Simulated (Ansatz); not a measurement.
# AlClH7NSi2: how energies converge with the basis set

How large a basis does AlClH7NSi2 need? Two functionals and correlated methods are run in growing sets.

Method: one geometry, several basis sets; program: Ansatz 0.2.0, Gaussian basis.

The runs, in order: PBE0-D4/def2-SVP; ωB97M-V/def2-SVP; PBE0-D4/def2-QZVPP; ωB97M-V/def2-QZVPP; CCSD(T)/cc-pV(D+d)Z; CCSD(T)/cc-pV(T+d)Z; MP2/cc-pV(Q+d)Z; the functionals' def2-TZVPP values are taken from earlier runs.

### Step 1. Structure used throughout

An earlier PBE0-D4 in a triple-zeta def2 set relaxation fixed the geometry.

SMILES `[SiH3][N]([SiH3])[AlH][Cl]`, 12 atoms, charge 0, spin multiplicity 1.

Atoms are counted from 1 here; the program's logs count them from 0.

Bond lengths: Si1–N2 1.744 Å, Si1–H6 1.489 Å, Si1–H7 1.485 Å, Si1–H8 1.485 Å, N2–Si3 1.737 Å, N2–Al4 1.780 Å, Si3–H9 1.487 Å, Si3–H10 1.488 Å, Si3–H11 1.487 Å, Al4–Cl5 2.095 Å, Al4–H12 1.567 Å. Angles: N2–Si1–H6 107.5°, N2–Si1–H7 111.4°, N2–Si1–H8 111.4°, H6–Si1–H7 108.8°, H6–Si1–H8 108.8°, H7–Si1–H8 108.8°, Si1–N2–Si3 117.4°, Si1–N2–Al4 121.7°, Si3–N2–Al4 121.0°, N2–Si3–H9 111.3°, N2–Si3–H10 108.1°, N2–Si3–H11 111.3°, H9–Si3–H10 109.0°, H9–Si3–H11 108.1°, H10–Si3–H11 109.0°, N2–Al4–Cl5 115.7°, N2–Al4–H12 123.5°, Cl5–Al4–H12 120.8°.

### Step 2. PBE0-D4 in def2-SVP

Input file in.yaml:

```yaml
crystal:
  periodic: [false, false, false]
  atoms:
    - {symbol: Si, position_ang: [-0.860455, 0.631154, 1.237271]}
    - {symbol: N, position_ang: [-0.030857, -0.057588, -0.133849]}
    - {symbol: Si, position_ang: [1.693235, -0.236326, -0.016681]}
    - {symbol: Al, position_ang: [-0.906214, -0.560230, -1.600158]}
    - {symbol: Cl, position_ang: [-2.980634, -0.270427, -1.565282]}
    - {symbol: H, position_ang: [0.163700, 0.930531, 2.276050]}
    - {symbol: H, position_ang: [-1.556354, 1.891799, 0.873430]}
    - {symbol: H, position_ang: [-1.853676, -0.317124, 1.803025]}
    - {symbol: H, position_ang: [2.360554, 1.077402, 0.185611]}
    - {symbol: H, position_ang: [2.182780, -0.837642, -1.286396]}
    - {symbol: H, position_ang: [2.069019, -1.124036, 1.115930]}
    - {symbol: H, position_ang: [-0.204401, -1.182813, -2.854850]}
basis:
  gaussian: {orbitals: def2-SVP}
hamiltonian: {xc: pbe0, dispersion: d4}
output: {orbitals: {seedname: orbitals}}
```

Command:

```
> ansatz run in.yaml --threads 2 --pin off --events-out ev --progress --plain --max-ram 32768MiB --backend cpu
```

Output:

```text
Functional definition: PBE0
  name "PBE0"
  cite "Adamo & Barone, J. Chem. Phys. 110, 6158 (1999) doi:10.1063/1.478522"
  cite "Perdew, Burke & Ernzerhof, Phys. Rev. Lett. 77, 3865 (1996) doi:10.1103/PhysRevLett.77.3865"
  parent pbe
  parameter a = 0.25
  parameter kappa = 0.804
  parameter beta = 0.06672455060314922
  exchange = (1 - a)*pbe_x(kappa = kappa, mu = beta*pi^2/3) + a*exact_x
  correlation = pbe_c(beta = beta)
1146 factors; integrals over basis functions are off by at most 1.1e-3 eV
mean field evaluation 1: about -36448.6169 eV, gradient 5.4e1 eV
mean field evaluation 2: about -36433.5650 eV, gradient 9.1e1 eV
mean field evaluation 4: about -36454.4490 eV, gradient 3.4e0 eV
mean field evaluation 8: about -36454.5506 eV, gradient 1.6e-1 eV
mean field evaluation 16: about -36454.5507 eV, gradient 4.2e-5 eV
mean field -36454.55070174 eV, -1339.6800285070 hartree, gradient 4.2e-5 eV, S^2 0.000000; 0 other end points of the search recorded, 0 dependent functions left out
reference -36454.55073536 eV, -1339.6800297426 hartree; 36, 36 occupied and 85, 85 virtual orbitals, 1146 factors
Total energy: -36454.86415029 eV, -1339.6915475286 hartree
```

Run time: 2.2 s. Hardware: 2 threads of AMD EPYC 7R13, shared host.

### Step 3. ωB97M-V in def2-SVP

in.yaml: that of step 2 with these lines changed.

```diff
@@ -17,3 +17,3 @@
   gaussian: {orbitals: def2-SVP}
-hamiltonian: {xc: pbe0, dispersion: d4}
+hamiltonian: {xc: {name: wB97M-V}}
 output: {orbitals: {seedname: orbitals}}
```

Launched as before.

Output (excerpt; [...] marks lines left out):

```text
Functional definition: wB97M-V
  name "wB97M-V"
  cite "Mardirossian & Head-Gordon, J. Chem. Phys. 144, 214110 (2016) doi:10.1063/1.4952647"
  cite "Becke, J. Chem. Phys. 107, 8554 (1997) doi:10.1063/1.475007"
  cite "Vydrov & Van Voorhis, J. Chem. Phys. 133, 244103 (2010) doi:10.1063/1.3521275"
  # Of w^i u^j: cxij and so on, Table III.
[...]
  gx(w, u) = 1 - cx + cx01*u + cx10*w
  gss(w, u) = css00 + css04*u^4 + css10*w + css20*w^2 + css43*w^4*u^3
  gos(w, u) = cos00 + cos10*w + (cos20 + cos21*u)*w^2 + (cos60 + cos61*u)*w^6
[...]
      + integral(e_c_pw_mod_opposite_spin*gos(b97_w_opposite, b97_u_opposite)) + vv10(b, c)
1146 factors; integrals over basis functions are off by at most 1.1e-3 eV
409 factors; integrals over basis functions are off by at most 9.1e-6 eV
[...]
mean field -36467.33741843 eV, -1340.1499316781 hartree, gradient 6.6e-5 eV, S^2 0.000000; 0 other end points of the search recorded, 0 dependent functions left out
reference -36467.33747110 eV, -1340.1499336137 hartree; 36, 36 occupied and 85, 85 virtual orbitals, 1146 factors
Total energy: -36467.33747110 eV, -1340.1499336137 hartree
```

Wall time 8.5 s (2 threads of AMD EPYC 7R13, shared host); peak memory 0.44 GiB.

### Step 4. PBE0-D4 in def2-QZVPP

in.yaml: that of step 3 with these lines changed.

```diff
@@ -16,4 +16,4 @@
 basis:
-  gaussian: {orbitals: def2-SVP}
-hamiltonian: {xc: {name: wB97M-V}}
+  gaussian: {orbitals: "def2-QZVPP.json"}
+hamiltonian: {xc: pbe0, dispersion: d4}
 output: {orbitals: {seedname: orbitals}}
```

Command:

```
> ansatz run in.yaml --threads 2 --pin off --events-out ev --progress --plain --max-ram 32768MiB --backend cuda --devices 0, --max-vram 18GiB
```

Output:

```text
Functional definition: PBE0
  name "PBE0"
  cite "Adamo & Barone, J. Chem. Phys. 110, 6158 (1999) doi:10.1063/1.478522"
  cite "Perdew, Burke & Ernzerhof, Phys. Rev. Lett. 77, 3865 (1996) doi:10.1103/PhysRevLett.77.3865"
  parent pbe
  parameter a = 0.25
  parameter kappa = 0.804
  parameter beta = 0.06672455060314922
  exchange = (1 - a)*pbe_x(kappa = kappa, mu = beta*pi^2/3) + a*exact_x
  correlation = pbe_c(beta = beta)
2146 factors; their error is unknown
mean field evaluation 1: about -36461.2545 eV, gradient 6.7e1 eV
mean field evaluation 2: about -36434.4673 eV, gradient 1.2e2 eV
mean field evaluation 4: about -36469.8129 eV, gradient 5.5e0 eV
mean field evaluation 8: about -36469.8673 eV, gradient 7.7e-2 eV
mean field evaluation 16: about -36469.8975 eV, gradient 6.4e-5 eV
mean field -36469.89754528 eV, -1340.2440146045 hartree, gradient 6.4e-5 eV, S^2 0.000000; 0 other end points of the search recorded, 0 dependent functions left out
reference -36469.89759505 eV, -1340.2440164337 hartree; 36, 36 occupied and 511, 511 virtual orbitals, 2146 factors
Total energy: -36470.21100997 eV, -1340.2555342196 hartree
```

Run time: 10 s. Hardware: 1 × H100 (card shared with other runs) with 2 threads of AMD EPYC 7R13, shared host; peak host memory 1.1 GiB.

### Step 5. ωB97M-V in def2-QZVPP

in.yaml: that of step 4 with these lines changed.

```diff
@@ -17,3 +17,3 @@
   gaussian: {orbitals: "def2-QZVPP.json"}
-hamiltonian: {xc: pbe0, dispersion: d4}
+hamiltonian: {xc: {name: wB97M-V}}
 output: {orbitals: {seedname: orbitals}}
```

The command is unchanged.

Output (excerpt; [...] marks lines left out):

```text
Functional definition: wB97M-V
  name "wB97M-V"
  cite "Mardirossian & Head-Gordon, J. Chem. Phys. 144, 214110 (2016) doi:10.1063/1.4952647"
  cite "Becke, J. Chem. Phys. 107, 8554 (1997) doi:10.1063/1.475007"
  cite "Vydrov & Van Voorhis, J. Chem. Phys. 133, 244103 (2010) doi:10.1063/1.3521275"
  # Of w^i u^j: cxij and so on, Table III.
[...]
  gx(w, u) = 1 - cx + cx01*u + cx10*w
  gss(w, u) = css00 + css04*u^4 + css10*w + css20*w^2 + css43*w^4*u^3
  gos(w, u) = cos00 + cos10*w + (cos20 + cos21*u)*w^2 + (cos60 + cos61*u)*w^6
[...]
      + integral(e_c_pw_mod_opposite_spin*gos(b97_w_opposite, b97_u_opposite)) + vv10(b, c)
2047 factors; their error is unknown
482 factors; integrals over basis functions are off by at most 2.0e-5 eV
[...]
mean field -36482.66884544 eV, -1340.7133512290 hartree, gradient 4.2e-5 eV, S^2 0.000000; 0 other end points of the search recorded, 0 dependent functions left out
reference -36482.66892628 eV, -1340.7133541997 hartree; 36, 36 occupied and 511, 511 virtual orbitals, 2047 factors
Total energy: -36482.66892628 eV, -1340.7133541997 hartree
```

Run time: 9.5 s. Hardware: 1 × H100 (card shared with other runs) with 2 threads of AMD EPYC 7R13, shared host; peak host memory 1.2 GiB.

### Step 6. Density functionals: the series

The def2-TZVPP values come from earlier runs at the same geometry.

| functional | basis | functions | energy (eV) | from the largest (eV) | HOMO (eV) | LUMO (eV) |
| --- | --- | --- | --- | --- | --- | --- |
| PBE0-D4 | def2-SVP | 121 | -36454.8642 | 15.347 | -7.92 | -0.91 |
| PBE0-D4 | def2-TZVPP | 297 | -36468.9839 | 1.227 | -8.01 | -1.05 |
| PBE0-D4 | def2-QZVPP | 547 | -36470.2110 | 0.000 | -8.02 | -1.11 |
| ωB97M-V | def2-SVP | 121 | -36467.3375 | 15.331 | -10.12 | 0.80 |
| ωB97M-V | def2-TZVPP | 297 | -36481.5204 | 1.149 | -10.25 | 0.54 |
| ωB97M-V | def2-QZVPP | 547 | -36482.6689 | 0.000 | -10.27 | 0.31 |

### Step 7. CCSD(T) in cc-pV(D+d)Z

in.yaml: that of step 5 with these lines changed.

```diff
@@ -16,4 +16,3 @@
 basis:
-  gaussian: {orbitals: "def2-QZVPP.json"}
-hamiltonian: {xc: {name: wB97M-V}}
-output: {orbitals: {seedname: orbitals}}
+  gaussian: {orbitals: "cc-pV(D+d)Z.json"}
+correlation: {method: ccsd_t}
```

Launched as before.

Output (excerpt; [...] marks lines left out):

```text
Functional definition: HF
  name "HF"
  cite "Fock, Z. Phys. 61, 126 (1930) doi:10.1007/BF01340294"
  parent pbe
[...]
1433 factors; integrals over basis functions are off by at most 8.2e-4 eV
[...]
mean field -36408.31151312 eV, -1337.9807696674 hartree, gradient 1.4e-6 eV, S^2 0.000000; 0 other end points of the search recorded, 0 dependent functions left out
21 core orbitals not correlated: weight in the atoms' cores, before any rotation towards them, 1.000 or more for the frozen orbitals, at most 0.000 for the correlated occupied ones
reference -36408.31151312 eV, -1337.9807696674 hartree; 15, 15 occupied and 105, 105 virtual orbitals, 1433 factors
second order -15.56866798 eV of doubles, -0.00000000 eV of singles
cycle   1  -16.82498550 eV  change    -1.3e0 eV  update   1.0e-1
[...]
cycle   9  -17.46644083 eV  change   -7.7e-6 eV  update   1.8e-5
perturbative correction -0.45486102 eV, -0.0167158342 hartree
Total energy: -36426.23281497 eV, -1338.6393653628 hartree
```

Run time: 7.5 s. Hardware: 1 × H100 (card shared with other runs) with 2 threads of AMD EPYC 7R13, shared host; peak host memory 0.76 GiB.

### Step 8. CCSD(T) in cc-pV(T+d)Z

in.yaml: that of step 7 with these lines changed.

```diff
@@ -16,3 +16,4 @@
 basis:
-  gaussian: {orbitals: "cc-pV(D+d)Z.json"}
+  gaussian: {orbitals: "cc-pV(T+d)Z.json"}
 correlation: {method: ccsd_t}
+output: {orbitals: {seedname: orbitals}}
```

Same command.

Output (excerpt; [...] marks lines left out):

```text
Functional definition: HF
  name "HF"
  cite "Fock, Z. Phys. 61, 126 (1930) doi:10.1007/BF01340294"
  parent pbe
[...]
1648 factors; integrals over basis functions are off by at most 1.4e-3 eV
[...]
mean field -36410.37569462 eV, -1338.0566269383 hartree, gradient 3.9e-6 eV, S^2 0.000000; 0 other end points of the search recorded, 0 dependent functions left out
21 core orbitals not correlated: weight in the atoms' cores, before any rotation towards them, 1.000 or more for the frozen orbitals, at most 0.000 for the correlated occupied ones
reference -36410.37569462 eV, -1338.0566269383 hartree; 15, 15 occupied and 248, 248 virtual orbitals, 1648 factors
second order -19.77006893 eV of doubles, -0.00000000 eV of singles
cycle   1  -20.90286966 eV  change    -1.1e0 eV  update   1.0e-1
[...]
cycle   9  -21.60116366 eV  change   -1.3e-5 eV  update   2.1e-5
perturbative correction -0.82424618 eV, -0.0302904883 hartree
Total energy: -36432.80110445 eV, -1338.8807455492 hartree
```

It took 6.5 s on 1 × H100 (card shared with other runs) with 2 threads of AMD EPYC 7R13, shared host; peak host memory 1.2 GiB.

### Step 9. MP2 in cc-pV(Q+d)Z

in.yaml: that of step 8 with these lines changed.

```diff
@@ -16,4 +16,3 @@
 basis:
-  gaussian: {orbitals: "cc-pV(T+d)Z.json"}
-correlation: {method: ccsd_t}
-output: {orbitals: {seedname: orbitals}}
+  gaussian: {orbitals: "cc-pV(Q+d)Z.json"}
+correlation: {method: mp2}
```

The command is unchanged.

Output:

```text
Functional definition: HF
  name "HF"
  cite "Fock, Z. Phys. 61, 126 (1930) doi:10.1007/BF01340294"
  parent pbe
  exchange = exact_x
  correlation = 0
3105 factors; integrals over basis functions are off by at most 8.5e-4 eV
mean field evaluation 1: about -36405.9890 eV, gradient 4.3e1 eV
mean field evaluation 2: about -36406.1540 eV, gradient 4.3e1 eV
mean field evaluation 4: about -36410.7878 eV, gradient 4.6e0 eV
mean field evaluation 8: about -36410.8733 eV, gradient 2.2e-1 eV
mean field -36410.87357417 eV, -1338.0749236742 hartree, gradient 5.9e-6 eV, S^2 0.000000; 0 other end points of the search recorded, 0 dependent functions left out
21 core orbitals not correlated: weight in the atoms' cores, before any rotation towards them, 1.000 or more for the frozen orbitals, at most 0.000 for the correlated occupied ones
reference -36410.87357417 eV, -1338.0749236742 hartree; 15, 15 occupied and 485, 485 virtual orbitals, 3105 factors
second order -21.35837429 eV of doubles, -0.00000000 eV of singles
Total energy: -36432.23194846 eV, -1338.8598294522 hartree
```

It took 12 s on 1 × H100 (card shared with other runs) with 2 threads of AMD EPYC 7R13, shared host; peak host memory 1.1 GiB.

The pieces so far (eV):

| basis | HF | MP2 correlation | CCSD correlation | (T) | total |
| --- | --- | --- | --- | --- | --- |
| cc-pV(D+d)Z | -36408.3115 | -15.5687 | -17.4664 | -0.4549 | -36426.2328 |
| cc-pV(T+d)Z | -36410.3757 | -19.7701 | -21.6012 | -0.8242 | -36432.8011 |
| cc-pV(Q+d)Z | -36410.8736 | -21.3584 |  |  | -36432.2319 (MP2) |

### Step 10. From triple and quadruple zeta to the limit

This step is arithmetic on the last runs, with X = 3 and 4: exp(−5.46√X) for Hartree-Fock, X^−3.05 for correlation; only MP2 was run in the larger set, so CCSD(T) minus MP2 is added from the smaller one.

| level | energy at the limit (eV) |
| --- | --- |
| HF | -36411.0236 |
| MP2 | -36433.5127 |
| CCSD | -36435.3438 |
| CCSD(T) | -36436.1680 |

| basis | HF above its limit (eV) | share of the MP2 correlation limit (%) |
| --- | --- | --- |
| cc-pV(D+d)Z | 2.712 | 69.2 |
| cc-pV(T+d)Z | 0.648 | 87.9 |
| cc-pV(Q+d)Z | 0.150 | 95.0 |

### Step 11. Summary of results

| quantity | value |
| --- | --- |
| MP2 correlation recovered, cc-pV(D+d)Z | 69.2 % |
| MP2 correlation recovered, cc-pV(T+d)Z | 87.9 % |
| MP2 correlation recovered, cc-pV(Q+d)Z | 95.0 % |
| CCSD(T) limit from def2 sets (earlier runs) less the limit of this series | -148 meV |
| PBE0-D4: double and triple zeta above quadruple | 15.35, 1.23 eV |
| ωB97M-V: double and triple zeta above quadruple | 15.33, 1.15 eV |

In words: PBE0-D4 gains 14.12 eV from double to triple zeta, then 1.23 eV more. Correlation climbs from 69 % (cc-pV(D+d)Z) to 95 % (cc-pV(Q+d)Z) of the limit; Hartree-Fock is 0.150 eV from its own by then. A limit from the def2 sets, made apart, differs by 148 meV, a least measure of the doubt on such a limit. Total energies overstate the basis error of differences, where much of it tends to cancel.
